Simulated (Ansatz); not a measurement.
# C₂H₅ClSi: a ladder of functionals and wavefunction methods

One table from this session's results is given with a row withheld; the runs are named, their logs left out.

Program: Ansatz 0.2.0, Gaussian basis. Level of theory: functionals in def2-TZVPP, the program's frozen cores in correlated methods. These are calculated values, not measurements.

Plan: LDA (SPW92), PBE-D4, revPBE-D4, BLYP-D4, r2SCAN-D4, B97M-V, PBE0-D4, B3LYP-D4, r2SCANh-D4, r2SCAN0-D4, HSE06-D4, BHLYP-D4, CAM-B3LYP-D4, LC-ωPBE, ωB97X-V, ωB97M-V, B2PLYP, PBE-QIDH; CCSD(T)/def2-SVP; CCSD(T)/def2-TZVPP; MP2/def2-QZVPP; extrapolation to the limit; RPA on PBE.

### The geometry

All runs share one geometry, relaxed beforehand with PBE0-D4 in a triple-zeta def2 set.

SMILES `ClC1C[SiH2]1`, 9 atoms, charge 0, spin multiplicity 1.

Atoms are counted from 1 here; the program's logs count them from 0.

Bond lengths: Cl1–C2 1.761 Å, C2–C3 1.532 Å, C2–Si4 1.855 Å, C2–H5 1.084 Å, C3–Si4 1.853 Å, C3–H6 1.086 Å, C3–H7 1.085 Å, Si4–H8 1.475 Å, Si4–H9 1.478 Å. Angles: Cl1–C2–C3 117.2°, Cl1–C2–Si4 122.4°, Cl1–C2–H5 110.3°, C3–C2–Si4 65.5°, C3–C2–H5 115.4°, Si4–C2–H5 119.3°, C2–C3–Si4 65.7°, C2–C3–H6 115.0°, C2–C3–H7 116.2°, Si4–C3–H6 116.3°, Si4–C3–H7 122.5°, H6–C3–H7 113.0°, C2–Si4–C3 48.8°, C2–Si4–H8 118.2°, C2–Si4–H9 119.0°, C3–Si4–H8 118.0°, C3–Si4–H9 120.5°, H8–Si4–H9 115.9°.

Coordinates:

```xyz
9
C2H5ClSi
Cl   -0.6102   -0.4166   -2.2543
C    -0.4426    0.3735   -0.6899
C     0.9304    0.3051   -0.0143
Si   -0.4175   -0.5751    0.9039
H    -0.8996    1.3566   -0.7145
H     1.6593   -0.3223   -0.5182
H     1.3457    1.2489    0.3241
H    -0.4528   -2.0481    0.8387
H    -1.0239    0.0318    2.1073
```

Set-up of the first run:

Contents of in.yaml:

```yaml
crystal:
  periodic: [false, false, false]
  atoms:
    - {symbol: Cl, position_ang: [-0.610223, -0.416648, -2.254300]}
    - {symbol: C, position_ang: [-0.442613, 0.373488, -0.689860]}
    - {symbol: C, position_ang: [0.930378, 0.305063, -0.014273]}
    - {symbol: Si, position_ang: [-0.417520, -0.575086, 0.903898]}
    - {symbol: H, position_ang: [-0.899637, 1.356646, -0.714453]}
    - {symbol: H, position_ang: [1.659255, -0.322263, -0.518184]}
    - {symbol: H, position_ang: [1.345745, 1.248875, 0.324094]}
    - {symbol: H, position_ang: [-0.452814, -2.048147, 0.838683]}
    - {symbol: H, position_ang: [-1.023871, 0.031775, 2.107296]}
basis:
  gaussian: {orbitals: def2-TZVPP}
hamiltonian: {xc: lda}
output: {orbitals: {seedname: orbitals}}
```

The run is started by

```sh
> ansatz run in.yaml --threads 2 --pin off --events-out ev --progress --plain --max-ram 4352MiB
```

Among the steps run: LDA; PBE-D4 (GGA); revPBE-D4 (GGA); BLYP-D4 (GGA); r2SCAN-D4 (meta-GGA); B97M-V (meta-GGA); B3LYP-D4 (hybrid); r2SCANh-D4 (hybrid); r2SCAN0-D4 (hybrid); HSE06-D4 (hybrid); BHLYP-D4 (hybrid); CAM-B3LYP-D4 (range-separated); LC-ωPBE (range-separated); ωB97X-V (range-separated); ωB97M-V (range-separated); B2PLYP (double hybrid); PBE-QIDH (double hybrid).

One table of the session follows, with a row left open; its other results are not shown here.

It belongs to the step «Orbital energies across the functionals». 

```
  functional  HOMO (eV)  gap (eV)
 LDA (SPW92)          ?         ?
      PBE-D4      -5.85      4.75
   revPBE-D4      -5.79      4.77
     BLYP-D4      -5.70      4.72
   r2SCAN-D4      -6.07      5.23
      B97M-V      -6.14      5.20
     PBE0-D4      -7.00      6.77
    B3LYP-D4      -6.79      6.33
  r2SCANh-D4      -6.50      5.97
  r2SCAN0-D4      -7.15      7.07
    HSE06-D4      -6.61      5.99
    BHLYP-D4      -8.05      8.65
CAM-B3LYP-D4      -8.31      9.06
     LC-ωPBE      -9.64     11.53
     ωB97X-V      -9.30     11.05
     ωB97M-V      -9.15     10.63
```

Q: Estimate the row for LDA (SPW92) from the others.

The run gave: HOMO (eV): -5.98; gap (eV): 4.70. In the column «HOMO (eV)» it lies between r2SCAN-D4 (-6.07) and PBE-D4 (-5.85).
